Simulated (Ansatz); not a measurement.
# AlBH8Si2: the cost of one run

Program: Ansatz 0.2.0. Level of theory: UKS PBE0-D4/STO-3G. These are calculated values, not measurements.

**1. The starting structure**

Bond lengths: Al1–B2 1.994 Å, B2–Si3 1.922 Å, B2–Si4 1.986 Å, Al1–H5 1.645 Å, Al1–H6 1.634 Å, Si3–H7 1.516 Å, Si3–H8 1.405 Å, Si3–H9 1.526 Å, Si4–H10 1.420 Å, Si4–H11 1.503 Å, Si4–H12 1.443 Å. Angles (14 of 18 angles, heavy atoms first): Al1–B2–Si3 119.2°, Al1–B2–Si4 120.7°, Si3–B2–Si4 120.1°, B2–Al1–H5 121.4°, B2–Al1–H6 122.3°, B2–Si3–H7 109.3°, B2–Si3–H8 111.3°, B2–Si3–H9 110.3°, B2–Si4–H10 108.3°, B2–Si4–H11 104.3°, B2–Si4–H12 108.8°, H5–Al1–H6 116.2°, H7–Si3–H8 109.8°, H7–Si3–H9 106.6°.

As a file:

```xyz
12

Al   -1.5340    1.4166   -0.3274
B    -0.0956    0.0694   -0.0223
Si    0.0833   -0.7368    1.7136
Si    1.1707   -0.4077   -1.4761
H    -1.7510    2.1215   -1.7974
H    -2.5610    1.8809    0.8550
H     1.2650   -1.6861    1.7059
H    -1.0829   -1.4306    2.0769
H     0.3870    0.3293    2.7627
H     1.8133    0.7797   -1.9166
H     0.2965   -0.9813   -2.5560
H     2.0856   -1.4100   -0.9842
```

**2. Preparing the start**

Input file input.yaml:

```yaml
crystal:
  periodic: [false, false, false]
  atoms:
    - { symbol: Al, position_ang: [-1.534, 1.4166, -0.3274] }
    - { symbol: B, position_ang: [-0.0956, 0.0694, -0.0223] }
    - { symbol: Si, position_ang: [0.0833, -0.7368, 1.7136] }
    - { symbol: Si, position_ang: [1.1707, -0.4077, -1.4761] }
    - { symbol: H, position_ang: [-1.751, 2.1215, -1.7974] }
    - { symbol: H, position_ang: [-2.561, 1.8809, 0.855] }
    - { symbol: H, position_ang: [1.265, -1.6861, 1.7059] }
    - { symbol: H, position_ang: [-1.0829, -1.4306, 2.0769] }
    - { symbol: H, position_ang: [0.387, 0.3293, 2.7627] }
    - { symbol: H, position_ang: [1.8133, 0.7797, -1.9166] }
    - { symbol: H, position_ang: [0.2965, -0.9813, -2.556] }
    - { symbol: H, position_ang: [2.0856, -1.41, -0.9842] }
magnetization:
  spin_polarized: true
basis:
  gaussian: { orbitals: STO-3G }
hamiltonian:
  xc: pbe0
  dispersion: d4
relax:
  f_tol: 0.02
  max_steps: 40
output:
  orbitals: {}
```

Launch:

```
ansatz run input.yaml --threads 1 --pin off --max-ram 2048MiB --backend cpu --events-out ev --progress --plain --runs-dir out
```

Q: Estimate wall time and peak memory on 1 thread of Intel Xeon Platinum 8488C (Sapphire Rapids), shared host.

About 78 s, with a peak of 0.16 GiB.
